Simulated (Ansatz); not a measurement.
# Cr2CuSe4: the cost of one run

Computed with Ansatz 0.2.0, driven from Python. Level of theory: DFT PBEsol+U, plane waves, PAW.

### Step 1. The system

The structure is cubic, space group Fd-3m (No. 227). Conventional cell: a = 10.337 Å, b = 10.337 Å, c = 10.337 Å, α = 90.00°, β = 90.00°, γ = 90.00°. Cr (site symmetry -3m) is surrounded by 6 Se at 2.51 Å. Cu (site symmetry -43m) is surrounded by 4 Se at 2.37 Å. Se (site symmetry 3m) is surrounded by 1 Cu at 2.37 Å and 3 Cr at 2.51 Å.

No structure file is read: the coordinates are typed or built in the script.

### Step 2. The code

Input file relax_cr2cuse4.py:

```python
import ansatz as az
from ase import Atoms
from ase.data import atomic_numbers
from ase.io import write
from ase.neighborlist import neighbor_list
import numpy as np
import spglib

lattice = az.Lattice.of(
    [0.0, 5.1685, 5.1685],
    [5.1685, 0.0, 5.1685],
    [5.1685, 5.1685, 0.0],
)
sites = [
    ("Cr", [0.125, 0.125, 0.125]),
    ("Cr", [0.625, 0.125, 0.125]),
    ("Cr", [0.125, 0.125, 0.625]),
    ("Cr", [0.125, 0.625, 0.125]),
    ("Cu", [0.75, 0.75, 0.75]),
    ("Cu", [0.5, 0.5, 0.5]),
    ("Se", [0.88239, 0.88239, 0.88239]),
    ("Se", [0.89717, 0.36761, 0.36761]),
    ("Se", [0.88239, 0.88239, 0.35283]),
    ("Se", [0.36761, 0.89717, 0.36761]),
    ("Se", [0.35283, 0.88239, 0.88239]),
    ("Se", [0.36761, 0.36761, 0.36761]),
    ("Se", [0.88239, 0.35283, 0.88239]),
    ("Se", [0.36761, 0.36761, 0.89717]),
]
crystal = az.Crystal(lattice=lattice)
for symbol, position in sites:
    crystal = crystal.atom(symbol, position)
crystal = crystal.moments(Cr=3)

calc = crystal.move(0, to=[0.125, 0.125, 0.1308]).calculation()
calc = calc.functional("PBEsol")
calc = calc.basis(470).kpoints(4, 4, 4)
calc = calc.occupations("fermi_dirac", width=0.1)
calc = calc.spin("collinear").hubbard("Cr", "d", u_eff=2.0)
calc = calc.scf(tolerance=1e-09)
calc = calc.relax(max_steps=100)
calc = calc.band_table()
steps = []


def collect(event):
    if event["event"] == "relax_step":
        steps.append(event["data"])


outcome = calc.session().plan().execute(on_event=collect)
summary = outcome.report
for s in steps:
    flag = "" if s["accepted"] else "  (rejected)"
    print("step %2d  E = %.5f eV  largest force component = %.4f eV/A%s" % (s["step"], s["lagrangian_ev"], s["allowed_force_max_ev_ang"], flag))

first, last = steps[0], steps[-1]
symbols = [site.symbol for site in outcome.lattice.sites]
print(f"energy gained {first['lagrangian_ev'] - last['lagrangian_ev']:.4f} eV in {len(steps) - 1} steps")

final = Atoms(symbols, positions=last["positions_ang"], cell=outcome.lattice.cell_ang, pbc=True)
i, j, d = neighbor_list("ijd", final, 4.5)
print("neighbours within 1.15 times the shortest distance of each atom (A)")
for atom in range(len(final)):
    near = [m for m in np.argsort(d) if i[m] == atom]
    shell = [m for m in near if d[m] < 1.15 * d[near[0]]]
    print(f"{symbols[atom]}{atom} ({len(shell)}):", ", ".join(f"{symbols[j[m]]} {d[m]:.3f}" for m in shell))

relaxed = Atoms(symbols, positions=[site.position_ang for site in outcome.lattice.sites], cell=outcome.lattice.cell_ang, pbc=True)
write("relaxed.vasp", relaxed, format="vasp")

fractions = [site.position_frac for site in outcome.lattice.sites]
numbers = [atomic_numbers[s] for s in symbols]
for tolerance in (1e-3, 1e-2, 1e-1):
    print(f"space group at {tolerance} A:", spglib.get_spacegroup((outcome.lattice.cell_ang, fractions, numbers), symprec=tolerance))

moved = np.linalg.norm(np.array(last["positions_ang"]) - np.array(first["positions_ang"]), axis=1)
print("displacement by atom (A):", " ".join(f"{s}:{d:.3f}" for s, d in zip(symbols, moved)))

print(f"free energy      {summary['free_energy_ev']:.5f} eV")
print(f"per atom         {summary['free_energy_ev'] / len(outcome.lattice.sites):.5f} eV")
print(f"SCF iterations   {summary['n_iterations']}  (converged: {summary['converged']})")

print("site moments (muB):", [round(m, 2) for m in summary["site_moments_mub"]])
print("electrons up, down:", [round(n, 3) for n in summary["spin_occupation_sums"]])

fermi = summary["fermi_energy_ev"]
print("levels less the Fermi level (eV) at the first k-points (first spin channel where there are two)")
for k, levels in list(zip(summary["kpoints_frac"], summary["eigenvalues_ev"]))[:6]:
    print("k = ({:.3f}, {:.3f}, {:.3f})".format(*k))
    print("   ", " ".join(f"{e - fermi:.3f}" for e in levels))
```

### Step 3. Launch

Launch:

```sh
$ python relax_cr2cuse4.py
```

Q: Estimate wall time and peak memory on 1 thread of Arm Neoverse V2, shared host.

About 41 min, with a peak of 2.1 GiB.
